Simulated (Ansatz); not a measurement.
# PtSe2: an axial (c/a) deformation path

This session takes PtSe2 and sets out to follow an axial (c/a) deformation at fixed volume.

The COD entry's cell or inner coordinates are ideal or old and differ from later refinements, so a difference from it is no clean test against experiment.

Method: DFT PBEsol+D3(BJ), scalar-relativistic, plane waves, PAW, in Ansatz 0.2.0.

### Step 1. The system as given

It takes space group P-3m1 (No. 164, trigonal). The conventional cell has a = 3.724 Å, b = 3.724 Å, c = 5.062 Å, α = 90.00°, β = 90.00°, γ = 120.00°. Around Pt (site symmetry -3m) lie 6 Se at 2.49 Å. Se (site symmetry 3m) has 3 Pt at 2.49 Å in its first shell of neighbours.

As a file:

```
CELL_PARAMETERS angstrom
3.72400 0.00000 0.00000
-1.86200 3.22508 0.00000
0.00000 0.00000 5.06200
ATOMIC_POSITIONS crystal
Pt 0.00000 0.00000 0.00000
Se 0.33333 0.66667 0.25000
Se 0.66667 0.33333 0.75000
```

The cell is taken as given, not relaxed at this level.

### Step 2. Zero of the scan

The input, input.yaml:

```yaml
crystal:
  lattice:
    - [3.7240006046, 0.0, 0.0]
    - [-1.8620003023, 3.2250791273, 0.0]
    - [0.0, 0.0, 5.062]
  atoms:
    - { symbol: Pt, position: [0.0, 0.0, 0.0] }
    - { symbol: Se, position: [0.3333333333, 0.6666666667, 0.25] }
    - { symbol: Se, position: [0.6666666667, 0.3333333333, 0.75] }
basis:
  ecutwfc: 420
kpoints:
  mp_grid: { grid: [18, 18, 10] }
hamiltonian:
  xc: pbesol
  dispersion: d3bj
scf:
  occupations: { method: gaussian, width: 0.15 }
output:
  forces: true
  stress: true
  eigenvalues: true
  write_density: true
  write_potential: true
  elf: true
  volumetric_format: npy
```

The run is started by

```console
$ ansatz run input.yaml --threads 1 --pin off --max-ram 2560MiB --backend cpu --events-out ev --progress --plain --runs-dir out
```

### Step 3. Next: an axial (c/a) deformation path

At fixed volume and fractional coordinates, lengths along (0.000, 0.000, 1.000) are scaled against those across it; ρ is that ratio over its starting value.

### Step 4. ρ = 0.850

input.yaml, as its differences from that of step 2:

```diff
@@ -2,5 +2,5 @@
   lattice:
-    - [3.7240006046, 0.0, 0.0]
-    - [-1.8620003023, 3.2250791273, 0.0]
-    - [0.0, 0.0, 5.062]
+    - [3.9313052612, 0.0, 0.0]
+    - [-1.9656526306, 3.4046102262, 0.0]
+    - [0.0, 0.0, 4.5422192269]
   atoms:
@@ -22,5 +22 @@
   eigenvalues: true
-  write_density: true
-  write_potential: true
-  elf: true
-  volumetric_format: npy
```

### Step 5. At ρ = 1.200

input.yaml, as its differences from that of step 4:

```diff
@@ -2,5 +2,5 @@
   lattice:
-    - [3.9313052612, 0.0, 0.0]
-    - [-1.9656526306, 3.4046102262, 0.0]
-    - [0.0, 0.0, 4.5422192269]
+    - [3.5044187405, 0.0, 0.0]
+    - [-1.7522093703, 3.0349156548, 0.0]
+    - [0.0, 0.0, 5.7162292538]
   atoms:
```

### Step 6. Point ρ = 0.920

input.yaml, as its differences from that of step 5:

```diff
@@ -2,5 +2,5 @@
   lattice:
-    - [3.5044187405, 0.0, 0.0]
-    - [-1.7522093703, 3.0349156548, 0.0]
-    - [0.0, 0.0, 5.7162292538]
+    - [3.828956805, 0.0, 0.0]
+    - [-1.9144784025, 3.3159738631, 0.0]
+    - [0.0, 0.0, 4.788292724]
   atoms:
```

### Step 7. At ρ = 1.100

input.yaml, as its differences from that of step 6:

```diff
@@ -2,5 +2,5 @@
   lattice:
-    - [3.828956805, 0.0, 0.0]
-    - [-1.9144784025, 3.3159738631, 0.0]
-    - [0.0, 0.0, 4.788292724]
+    - [3.6075485218, 0.0, 0.0]
+    - [-1.8037742609, 3.1242286653, 0.0]
+    - [0.0, 0.0, 5.3940785225]
   atoms:
@@ -22 +22,5 @@
   eigenvalues: true
+  write_density: true
+  write_potential: true
+  elf: true
+  volumetric_format: npy
```

### Step 8. At ρ = 0.960

input.yaml, as its differences from that of step 7:

```diff
@@ -2,5 +2,5 @@
   lattice:
-    - [3.6075485218, 0.0, 0.0]
-    - [-1.8037742609, 3.1242286653, 0.0]
-    - [0.0, 0.0, 5.3940785225]
+    - [3.7750206515, 0.0, 0.0]
+    - [-1.8875103257, 3.269263784, 0.0]
+    - [0.0, 0.0, 4.9260970403]
   atoms:
@@ -22,5 +22 @@
   eigenvalues: true
-  write_density: true
-  write_potential: true
-  elf: true
-  volumetric_format: npy
```

### Step 9. Point ρ = 1.050

input.yaml, as its differences from that of step 8:

```diff
@@ -2,5 +2,5 @@
   lattice:
-    - [3.7750206515, 0.0, 0.0]
-    - [-1.8875103257, 3.269263784, 0.0]
-    - [0.0, 0.0, 4.9260970403]
+    - [3.6639255736, 0.0, 0.0]
+    - [-1.8319627868, 3.1730526243, 0.0]
+    - [0.0, 0.0, 5.2293575871]
   atoms:
```

### Step 10. ρ = 0.800

input.yaml, as its differences from that of step 9:

```diff
@@ -2,5 +2,5 @@
   lattice:
-    - [3.6639255736, 0.0, 0.0]
-    - [-1.8319627868, 3.1730526243, 0.0]
-    - [0.0, 0.0, 5.2293575871]
+    - [4.0115580441, 0.0, 0.0]
+    - [-2.0057790221, 3.474111175, 0.0]
+    - [0.0, 0.0, 4.3622993604]
   atoms:
```

(Steps that only read results are left out.)

**Question.** What will these runs give? Wanted: highest point.

As calculated:

| quantity | value |
| --- | --- |
| highest point | 100.1 meV/atom at ρ = 1.200 |

The undisturbed cell is not the lowest point: the energy is 1.4 meV/atom lower at ρ = 0.960; the cell was taken as given and not relaxed at this level. No further minimum shows among the sampled points. A gap opens on the mesh, up to 0.24 eV. Spin-orbit coupling is left out, which matters for the bands of Pt.
